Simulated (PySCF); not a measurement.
**S⁻ under other conditions**

How does S⁻ answer to another spin, charge, distance or environment?

The runs use PySCF 2.14.0; method and basis as typed in the scripts.

1 further run of the same task is left out (it didn't finish).

## 1. The atom

S⁻: 1 atom, charge -1, spin multiplicity 2.

## 2. The base run

input.py

```python
from pyscf import gto, dft

mol = gto.M(
    atom='S 0 0 0',
    basis='3-21g',
    charge=-1,
    spin=1,
    verbose=3,
)
mf = dft.UKS(mol, xc='blyp')
mf.kernel()
mf.dip_moment()
print('orbital energies (hartree):', [e[max(0, n-3):n+3].round(4) for e, n in zip(mf.mo_energy, mol.nelec)])
```

Run with:

```sh
$ python input.py
```

The log of this run is left out.

In short: E(SCF) = -396.183844 Eh, ⟨S²⟩ = 0.750.

## 3. PCM, ε = 2.27

Run 1 changes solvent: none (gas phase) → PCM, ε = 2.27.

input.py

```python
from pyscf import gto, dft, solvent

mol = gto.M(
    atom='S 0 0 0',
    basis='3-21g',
    charge=-1,
    spin=1,
    verbose=3,
)
mf = dft.UKS(mol, xc='blyp')
mf = solvent.PCM(mf)
mf.with_solvent.eps = 2.27
mf.kernel()
mf.dip_moment()
print('orbital energies (hartree):', [e[max(0, n-3):n+3].round(4) for e, n in zip(mf.mo_energy, mol.nelec)])
```

Run with:

```sh
$ python input.py
```

## 4. PCM, ε = 20.5

Run 2 changes solvent: none (gas phase) → PCM, ε = 20.5.

input.py, as its differences from that of step 2:

```diff
@@ -1,2 +1,2 @@
-from pyscf import gto, dft
+from pyscf import gto, dft, solvent
 
@@ -10,2 +10,4 @@
 mf = dft.UKS(mol, xc='blyp')
+mf = solvent.PCM(mf)
+mf.with_solvent.eps = 20.5
 mf.kernel()
```

What does the calculation give? Wanted: for each run, E(SCF); from base; gap, α spin.

As calculated:

```
          run  E(SCF) (hartree)  from base (eV)  gap, α spin (eV)
         base       -396.183844               0             15.23
PCM, ε = 2.27       -396.250799         -1.8220             15.27
PCM, ε = 20.5       -396.297693         -3.0980             15.30
```

The highest filled level of this anion is positive: the basis lacks diffuse functions or the electron is not bound, so these numbers hang on the basis. The largest comparable shift of the SCF energy, -3.098 eV, comes with the run “PCM, ε = 20.5”. A continuum solvent with ε = 2.27 lowers the energy by 1.822 eV, a large gain because the system is charged. A continuum solvent with ε = 20.5 lowers the energy by 3.098 eV, a large gain because the system is charged.
